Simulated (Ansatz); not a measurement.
# TaTe (zincblende): which electronic and magnetic state is lowest, part 2 of 2

Aim: start TaTe (zincblende) from several magnetic orders or shell fillings at one geometry and see which ends lowest. This structure was made by substitution into a known type, so it needn't be the compound's stable form.

Ansatz 0.2.0; DFT PBE, scalar-relativistic, plane waves, PAW. The steps go on from the part before.

### Step 4. Antiferromagnetic, doubled cell, propagation vector (0, 1/2, 1/2)

input.yaml reads:

```yaml
crystal:
  lattice:
    - [0.0, 3.1599278669, 3.1599278669]
    - [6.3198557338, 3.1599278669, 3.1599278669]
    - [6.3198557338, 6.3198557338, 0.0]
  atoms:
    - { symbol: Ta, position: [0.0, 0.0, 0.0], spin: 2.0 }
    - { symbol: Te, position: [0.25, 0.25, 0.0] }
    - { symbol: Ta, position: [0.0, 0.0, 0.5], spin: -2.0 }
    - { symbol: Te, position: [0.25, 0.25, 0.5] }
basis:
  ecutwfc: 420
  ecutrho_ratio: 4
kpoints:
  mp_grid: { grid: [10, 10, 5] }
hamiltonian:
  xc: pbe
scf:
  occupations: { method: gaussian, width: 0.05 }
output:
  forces: true
  stress: true
  eigenvalues: true
  populations: true
magnetization:
  spin_polarized: true
```

Launch:

```
ansatz run input.yaml --threads 2 --pin off --max-ram 2662MiB --backend cpu --events-out ev --progress --plain --runs-dir out
```

What it wrote (excerpt; [...] marks lines left out):

```text
Warning: RAYON_NUM_THREADS=2 ignored (pool sized by the plan → 2); use --threads N
[...]
Pseudopotentials: kind: paw
Pseudopotential: Ta, paw, valence charge 13, recommended cutoff 420 eV (normal), Ta.paw.azcp
Pseudopotential: Te, paw, valence charge 16, recommended cutoff 420 eV (normal), Te.paw.azcp
Functional definition: PBE
[...]
Crystal: 4 atoms, lattice volume = 126.209 Å³
Basis set: ecut = 420 eV, 2477 PW (Γ), exchange–correlation on 60×108×120 points (8 copies of the dense FFT grid, shifted against one another)
Bands: 38, of which v1, the nominal top of the filled ones, is band 29 counted from 1 (28 counted from 0)
Symmetry: 8 space group operations
Space group: P-4m2 (ITA 115), of the structure as read, at distance tolerance 5.0e-5 Å
Magnetic group: BNS 115.290 (UNI 950), of the structure as read, at distance tolerance 5.0e-5 Å
k-points: 63 of 500 (time reversal used)
[...]
Starting moments: Σ|m| = 4 μB on 2 of 4 sites
Starting magnetic order: antiferromagnet; a translation exchanges its spin sublattices: spin-degenerate at every k-point
[...]
WARN: an SCF from ferromagnetic starting moments (-2.00, 0.00, -2.00, 0.00 Bohr magnetons, atom by atom) was not made, by what the run has read of turns of its moments that order reads lower: the deck asks for what bars it, or types moments that do (magnetization.spin_polarized, in the [...]
Per-site moments (μB) at R_I (Å): [(0.9614479973037195, 1.128838345330481), (-1.4575520775639468e-16, 1.128838345330481), (-0.9614479973037195, 1.128838345330481), (1.1490728028646283e-16, 1.128838345330481)]
Free energy (F): -33820.459744 eV
[...]
E sigma→0 (E₀):  -33820.456123 eV
Entropy (-TS):   -0.007242 eV (-1.810 meV/atom)
Fermi energy:    9.955905 eV
[...]
--- Forces (eV/Å), atoms counted from 1 ---
  atom   1  Ta     0.00000000     0.00000000    -0.00000000
  atom   2  Te    -0.00000000     0.00000000    -0.00000000
  atom   3  Ta     0.00000000     0.00000000    -0.00000000
  atom   4  Te     0.00000000     0.00000000    -0.00000000
[...]
--- Stress (GPa, compression-positive) ---
       -0.606443      -0.000000       0.000000
       -0.000000      -0.260381       0.000000
        0.000000       0.000000      -0.260381
  P = ⅓ Tr σ = -0.3757 GPa (-3.757 kbar)
--- Band table (eV; the first three rows and the last of 126) ---
[...]
--- Löwdin populations: 4 sites ---
  site symbol       q [e]    m [muB]
     0     Ta     12.8567     1.6419
     1     Te     15.9492     0.0000
     2     Ta     12.8567    -1.6419
     3     Te     15.9492     0.0000
  spilling = 0.006694 (of n_electrons = 58.000000)
```

Caution: the run may have ended on a state that is not the lowest.

Run time: 43 s. Hardware: 2 threads of Arm Neoverse N1, shared host; peak memory 0.67 GiB.

This gives: volume 31.552 Å³/atom, pressure -0.38 GPa, no gap, spin moments in the atoms' spheres Ta 0.96, -0.96 μB.

Spin moments on the atoms, as numbers (without spin–orbit coupling a common turn of all moments is arbitrary):

```tsv
atom	x (μB)	y (μB)	z (μB)
Ta1	0.00	0.00	0.96
Ta3	0.00	0.00	-0.96
```

### Step 5. Small parallel starting moments

input.yaml reads:

```yaml
crystal:
  lattice:
    - [0.0, 3.1599278669, 3.1599278669]
    - [3.1599278669, 0.0, 3.1599278669]
    - [3.1599278669, 3.1599278669, 0.0]
  atoms:
    - { symbol: Ta, position: [0.0, 0.0, 0.0], spin: 0.5 }
    - { symbol: Te, position: [0.25, 0.25, 0.25] }
basis:
  ecutwfc: 420
  ecutrho_ratio: 4
kpoints:
  mp_grid: { grid: [10, 10, 10] }
hamiltonian:
  xc: pbe
scf:
  occupations: { method: gaussian, width: 0.05 }
output:
  forces: true
  stress: true
  eigenvalues: true
  populations: true
magnetization:
  spin_polarized: true
```

Launch:

```
ansatz run input.yaml --threads 2 --pin off --max-ram 2662MiB --backend cpu --events-out ev --progress --plain --runs-dir out
```

What it wrote:

```text
Warning: RAYON_NUM_THREADS=2 ignored (pool sized by the plan → 2); use --threads N
Engine: ansatz 0.2.0, aarch64-unknown-linux-gnu
Pseudopotentials: kind: paw
Pseudopotential: Ta, paw, valence charge 13, recommended cutoff 420 eV (normal), Ta.paw.azcp
Pseudopotential: Te, paw, valence charge 16, recommended cutoff 420 eV (normal), Te.paw.azcp
Functional definition: PBE
  parameter kappa = 0.804
  parameter beta = 0.06672455060314922
  exchange = pbe_x(kappa = kappa, mu = beta*pi^2/3)
  correlation = pbe_c(beta = beta)
Crystal: 2 atoms, lattice volume = 63.105 Å³
Basis set: ecut = 420 eV, 1243 PW (Γ), exchange–correlation on 60×60×60 points (8 copies of the dense FFT grid, shifted against one another)
Bands: 19, of which v1, the nominal top of the filled ones, is band 15 counted from 1 (14 counted from 0)
Symmetry: 24 space group operations
Space group: F-43m (ITA 216), of the structure as read, at distance tolerance 4.0e-5 Å
Magnetic group: BNS 216.74 (UNI 1576), of the structure as read, at distance tolerance 4.0e-5 Å
k-points: 47 of 1000 (time reversal used)
Non-local potential: Ta, projectors of the file, l = 0: 3, l = 1: 2, l = 2: 2, l = 3: 1
Non-local potential: Te, projectors of the file, l = 0: 2, l = 1: 2, l = 2: 2, l = 3: 2
PAW form: soft (Blöchl's): semilocal exchange-correlation on the pseudo side does not see the compensation charge
PAW one-centre angular grid: Ta, 590 points (default); XC on 64 Gauss nodes
PAW one-centre angular grid: Te, 590 points (default); XC on 64 Gauss nodes
Initial density: superposition of atomic densities (chi_scale 0.1, normalization cell)
Starting moments: Σ|m| = 0.5 μB on 1 of 2 sites
Initial wavefunctions: pseudopotential atomic-orbital guess
Functional: x = pbe(κ = 0.804, μ = 0.2195149727645171), c = pbe(β = 0.06672455060314922)
iter 1 solved again at ethr=1.04e-3 eV; its pass at ethr=3.10e-3 eV (dr2=3.03e-1 eV) is discarded
SCF iter   1: F=—  HF=-16910.097328 eV  |F-HF|=—  |Δ(HF+E_count)|=         —  Δρ=1.27e-2 (↑1.27e-2 ↓1.23e-2)  dr2=3.05e-1  dr2_m=2.98e-3  M=0.422 μB ∫|m|=0.437 μB  β_m=0.30  ethr=1.04e-3  ⟨swp⟩=1.0  Hψ=12014  notcnv=0
Mixer restart at iter 1: flushing history
preconditioner: auto → Kerker (q_TF=auto, 2.397 Å⁻¹)  [metal: Δε(μ)=0.003 eV  Ē_g=6.818 eV  σ=0.050 eV  W_gap=0.03  n_scr=14 (ndim 8)  ℏωp=15.5 eV  f_vac=0.003  D(μ)=4.88/eV (n_scr^D=58)]
spin=Collinear: Kerker preconditioning applied to the charge; magnetization (m = ρ↑ − ρ↓) channel mixes plain (no charge-response kernel on spin).
SCF iter   2: F=—  HF=-16910.098162 eV  |F-HF|=—  |Δ(HF+E_count)|=   8.33e-4  Δρ=9.74e-3 (↑9.62e-3 ↓9.74e-3)  dr2=1.78e-1  dr2_m=2.16e-3  M=0.537 μB ∫|m|=0.552 μB  β_m=0.65  ethr=1.04e-3  ⟨swp⟩=1.0  Hψ=1786  notcnv=0
SCF iter   3: F=—  HF=-16910.240378 eV  |F-HF|=—  |Δ(HF+E_count)|=   1.42e-1  Δρ=1.50e-2 (↑1.50e-2 ↓1.11e-2)  dr2=2.75e-2  dr2_m=9.61e-2  M=1.473 μB ∫|m|=1.497 μB  β_m=0.82  ethr=6.14e-4  ⟨swp⟩=2.8  Hψ=2733  notcnv=0
SCF iter   4: F=—  HF=-16910.266104 eV  |F-HF|=—  |Δ(HF+E_count)|=   2.57e-2  Δρ=1.26e-2 (↑1.26e-2 ↓9.27e-3)  dr2=1.89e-2  dr2_m=6.70e-2  M=1.705 μB ∫|m|=1.743 μB  β_m=0.37  ethr=9.49e-5  ⟨swp⟩=2.4  Hψ=3029  notcnv=0
SCF iter   5: F=—  HF=-16910.281953 eV  |F-HF|=—  |Δ(HF+E_count)|=   1.58e-2  Δρ=7.39e-3 (↑7.39e-3 ↓4.99e-3)  dr2=1.50e-2  dr2_m=2.04e-2  M=1.850 μB ∫|m|=1.914 μB  β_m=0.39  ethr=6.50e-5  ⟨swp⟩=2.1  Hψ=3052  notcnv=0
SCF iter   6: F=—  HF=-16910.296857 eV  |F-HF|=—  |Δ(HF+E_count)|=   1.49e-2  Δρ=2.64e-3 (↑1.59e-3 ↓2.64e-3)  dr2=4.89e-3  dr2_m=2.10e-3  M=2.073 μB ∫|m|=2.173 μB  β_m=0.88  ethr=5.19e-5  ⟨swp⟩=2.5  Hψ=4159  notcnv=0  defer=26
SCF iter   7: F=—  HF=-16910.292085 eV  |F-HF|=—  |Δ(HF+E_count)|=         —  Δρ=5.76e-3 (↑5.76e-3 ↓5.60e-3)  dr2=1.27e-3  dr2_m=1.85e-2  M=2.201 μB ∫|m|=2.327 μB  β_m=0.88  ethr=1.69e-5  ⟨swp⟩=2.5  Hψ=3652  notcnv=0  defer=26
Mixer restart at iter 7: flushing history
SCF iter   8: F=—  HF=-16910.294551 eV  |F-HF|=—  |Δ(HF+E_count)|=   2.47e-3  Δρ=2.33e-3 (↑2.33e-3 ↓1.73e-3)  dr2=4.74e-4  dr2_m=2.27e-3  M=2.124 μB ∫|m|=2.239 μB  β_m=0.94  ethr=4.39e-6  ⟨swp⟩=2.5  Hψ=3547  notcnv=0  defer=26
SCF iter   9: F=—  HF=-16910.296258 eV  |F-HF|=—  |Δ(HF+E_count)|=   1.71e-3  Δρ=6.19e-4 (↑6.19e-4 ↓4.27e-4)  dr2=6.27e-5  dr2_m=1.39e-4  M=2.074 μB ∫|m|=2.180 μB  β_m=0.97  ethr=1.63e-6  ⟨swp⟩=2.5  Hψ=3519  notcnv=0  defer=26
SCF iter  10: F=—  HF=-16910.296354 eV  |F-HF|=—  |Δ(HF+E_count)|=   9.66e-5  Δρ=1.19e-4 (↑1.19e-4 ↓8.00e-5)  dr2=1.70e-5  dr2_m=4.08e-6  M=2.066 μB ∫|m|=2.169 μB  β_m=0.99  ethr=2.16e-7  ⟨swp⟩=2.5  Hψ=2953  notcnv=0  defer=26
SCF iter  11: F=—  HF=-16910.296360 eV  |F-HF|=—  |Δ(HF+E_count)|=   5.87e-6  Δρ=2.74e-5 (↑2.13e-5 ↓2.74e-5)  dr2=1.80e-6  dr2_m=1.35e-7  M=2.067 μB ∫|m|=2.170 μB  β_m=0.99  ethr=5.88e-8  ⟨swp⟩=3.0  Hψ=3190  notcnv=0  defer=26
SCF iter  12: F=—  HF=-16910.296360 eV  |F-HF|=—  |Δ(HF+E_count)|=   7.22e-8  Δρ=2.58e-5 (↑2.58e-5 ↓1.45e-5)  dr2=5.55e-7  dr2_m=1.78e-7  M=2.067 μB ∫|m|=2.170 μB  β_m=1.00  ethr=6.20e-9  ⟨swp⟩=2.1  Hψ=3023  notcnv=0  defer=26
SCF iter  13: F=—  HF=-16910.296360 eV  |F-HF|=—  |Δ(HF+E_count)|=   6.87e-8  Δρ=6.57e-6 (↑6.57e-6 ↓4.63e-6)  dr2=1.53e-7  dr2_m=2.54e-9  M=2.066 μB ∫|m|=2.169 μB  β_m=1.00  ethr=1.91e-9  ⟨swp⟩=2.0  Hψ=2229  notcnv=0  defer=26
SCF iter  14: F=—  HF=-16910.296360 eV  |F-HF|=—  |Δ(HF+E_count)|=   1.48e-8  Δρ=3.55e-6 (↑2.36e-6 ↓3.55e-6)  dr2=2.84e-8  dr2_m=2.22e-9  M=2.067 μB ∫|m|=2.170 μB  β_m=1.00  ethr=3.45e-10  ⟨swp⟩=4.8  Hψ=6781  notcnv=0
SCF iter  15: F=-16910.296360 eV  HF=-16910.296360 eV  |F-HF|=3.46e-10  |Δ(HF+E_count)|=   2.51e-9  Δρ=8.42e-7 (↑8.42e-7 ↓5.39e-7)  dr2=2.25e-9  dr2_m=5.38e-11  M=2.066 μB ∫|m|=2.169 μB  ethr=9.79e-11  ⟨swp⟩=3.5  Hψ=4403  notcnv=0
SCF 1 converged in 15 iterations: F = -16910.296360 eV  dr2 = 2.25e-9
SCF converged after 15 iterations
Magnetization: 2.0664 μB (15.5332 up, 13.4668 down)
Absolute magnetization: 2.1714 μB (∫|ρ↑−ρ↓|, with the PAW one-centre terms)
Spin contamination: 0.0146 ħ² per cell (⟨S²⟩ above its minimum at these occupations)
Per-site moments (μB) at R_I (Å): [(1.2598181753133515, 1.128838345330481), (-0.020548236918927952, 1.128838345330481)]
Free energy (F): -16910.296360 eV
Harris-Foulkes:  -16910.296360 eV  (|F-HF|=3.46e-10)
Internal energy: -16910.293289 eV  (E = F + TS)
E sigma→0 (E₀):  -16910.294825 eV
Entropy (-TS):   -0.003071 eV (-1.536 meV/atom)
Fermi energy:    9.956204 eV
--- Per-component energies (eV) ---
  E_band       = -480.652156
  E_kinetic    = 547.331030
  E_local      = -2390.884263  (includes V_loc(G=0)·N_el)
  E_nonlocal   = -294.511657
  E_hartree    = 1229.239030
  E_xc         = -341.136526
  E_vxc        = -306.154319  (∫ρ·V_xc dr)
  E_paw        = -13060.393030  (= ΣΔE_a)
  E_vpaw       = -494.910056  (= ΣTr[D̂ρ^β])
  E_aug_tail   = -0.000040  (compensation charges beyond the density's cutoff)
  E_ewald      = -2599.937834
  E_smearing   = -0.003071  (= −TS)
  E_closure    = -0.000000  (closes the sum)
  Σ components = -16910.296360   (vs F -16910.296360, Δ=0.00e0)
--- Forces (eV/Å), atoms counted from 1 ---
  atom   1  Ta     0.00000000    -0.00000000     0.00000000
  atom   2  Te    -0.00000000     0.00000000     0.00000000
  max |Σ_I F_I| component: 4.39e-17 eV/Å
--- Stress (GPa, compression-positive) ---
       -0.002605       0.000000       0.000000
        0.000000      -0.002605      -0.000000
        0.000000      -0.000000      -0.002605
  P = ⅓ Tr σ = -0.0026 GPa (-0.026 kbar)
--- Band table (eV; the first three rows and the last of 94) ---
  k-point 0 ↑: bands = ["-58.5270", "-27.5110", "-27.5110", "-27.5110", "-27.4668", "-27.4668", "-25.1726", "-25.1726", "-25.1726", "-2.8279", "5.9240", "5.9240", "5.9240", "9.4415", "9.4415", "10.5112", "14.0862", "14.0862", "14.0862"]
  k-point 1 ↑: bands = ["-58.5270", "-27.5104", "-27.5104", "-27.5089", "-27.4668", "-27.4668", "-25.1766", "-25.1734", "-25.1734", "-2.7660", "5.7261", "5.9530", "5.9530", "9.4103", "9.4103", "10.8467", "13.3679", "13.9307", "13.9307"]
  k-point 2 ↑: bands = ["-58.5270", "-27.5091", "-27.5091", "-27.5036", "-27.4669", "-27.4669", "-25.1873", "-25.1754", "-25.1754", "-2.5978", "5.2967", "6.0236", "6.0236", "9.3737", "9.3737", "11.5680", "12.0742", "13.4529", "13.4529"]
  k-point 46 ↓: bands = ["-57.9023", "-27.5041", "-27.5037", "-27.4949", "-27.4790", "-27.4779", "-24.3340", "-24.3151", "-24.3140", "-1.8076", "5.1936", "5.9358", "6.7722", "9.3609", "10.5384", "11.3591", "11.7999", "12.7482", "16.1599"]
--- Löwdin populations: 2 sites ---
  site symbol       q [e]    m [muB]
     0     Ta     12.8483     2.1126
     1     Te     15.9565    -0.1159
  spilling = 0.006732 (of n_electrons = 29.000000)
```

Wall time 20 s (2 threads of Arm Neoverse N1, shared host); peak memory 0.43 GiB.

Read off: volume 31.552 Å³/atom, pressure 0.00 GPa, a metal on this mesh, spin moments in the atoms' spheres Ta 1.26 μB.

### Step 6. The magnetic starts side by side

Energies have the smearing extrapolated to zero.

| start | from the base state (meV/atom) | gap (eV) | pressure (GPa) | moments in spheres (μB) |
| --- | --- | --- | --- | --- |
| ferromagnetic | 0.0 | metal | 0.00 | Ta 1.26 |
| no spin polarisation | 79.4 | metal | -2.12 | none |
| antiferromagnetic, doubled cell, propagation vector (0, 0, 1/2) | 14.5 | metal | -0.35 | Ta 1.05, -1.05 |
| antiferromagnetic, doubled cell, propagation vector (0, 1/2, 1/2) | 33.4 | metal | -0.38 | Ta 0.96, -0.96 |
| small parallel starting moments | 0.0 | metal | 0.00 | Ta 1.26 |

Propagation vectors are in units of the typed cell's reciprocal vectors.

### Step 7. Results

What follows sums up all 2 parts.

| quantity | value |
| --- | --- |
| lowest magnetic start | ferromagnetic |
| next in this table | 14.5 meV/atom higher |

In words: The lowest state comes from the start «ferromagnetic», matched within 0.3 meV/atom by «small parallel starting moments»; the next lies 14.5 meV/atom higher. At this cell, forbidding spin polarisation costs 79 meV/atom. Only a few orders and starts were tried, so a lower state isn't excluded. Spin–orbit coupling is left out, though the cell holds Ta; in elements this heavy it can shift levels and gaps by tenths of an eV.
